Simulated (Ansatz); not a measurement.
# AuCClO: the cost of one run

Method: DFT PBEsol, scalar-relativistic, plane waves, PAW, in Ansatz 0.2.0.

**1. The starting structure**

Symmetry: Cmcm, No. 63, orthorhombic system. Conventional cell: a = 4.473 Å, b = 16.693 Å, c = 5.581 Å, α = 90.00°, β = 90.00°, γ = 90.00°. C (site symmetry m2m) is surrounded by 1 O at 1.15 Å. Au (site symmetry m2m) is surrounded by 1 C at 1.91 Å and 1 Cl at 2.27 Å. Around Cl (site symmetry m2m) lie 1 Au at 2.27 Å. O (site symmetry m2m) has 1 C at 1.15 Å as nearest neighbours.

As a file:

```
C Au Cl O
1.0
     2.23647   -8.34670    0.00000
     2.23647    8.34670    0.00000
     0.00000    0.00000    5.58090
C Au Cl O
2 2 2 2
Direct
  0.87862 0.12138 0.25000
  0.12138 0.87862 0.75000
  0.76401 0.23599 0.25000
  0.23599 0.76401 0.75000
  0.37192 0.62808 0.75000
  0.62808 0.37192 0.25000
  0.94722 0.05278 0.25000
  0.05278 0.94722 0.75000
```

The structure comes from the Materials Project (structure only).

**2. Quick check of gap, pressure and forces**

The input, input.yaml:

```yaml
crystal:
  lattice:
    - [2.236469, -8.346698, 0.0]
    - [2.236469, 8.346698, 0.0]
    - [0.0, 0.0, 5.580896]
  atoms:
    - { symbol: C, position: [0.878623, 0.121377, 0.25] }
    - { symbol: C, position: [0.121377, 0.878623, 0.75] }
    - { symbol: Au, position: [0.764008, 0.235992, 0.25] }
    - { symbol: Au, position: [0.235992, 0.764008, 0.75] }
    - { symbol: Cl, position: [0.371918, 0.628082, 0.75] }
    - { symbol: Cl, position: [0.628082, 0.371918, 0.25] }
    - { symbol: O, position: [0.94722, 0.05278, 0.25] }
    - { symbol: O, position: [0.05278, 0.94722, 0.75] }
basis:
  ecutwfc: 420
kpoints:
  mp_grid: { grid: [4, 4, 4] }
hamiltonian:
  xc: pbesol
scf:
  occupations: { method: gaussian, width: 0.1 }
output:
  forces: true
  stress: true
  eigenvalues: true
```

Launch:

```
$ ansatz run input.yaml --threads 4 --pin off --max-ram 5120MiB --backend cpu --events-out ev --progress --plain --runs-dir out
```

What time and memory should one allow on 4 threads of an x86-64 CPU, shared host?

About 2.2 s, with a peak of 0.76 GiB.
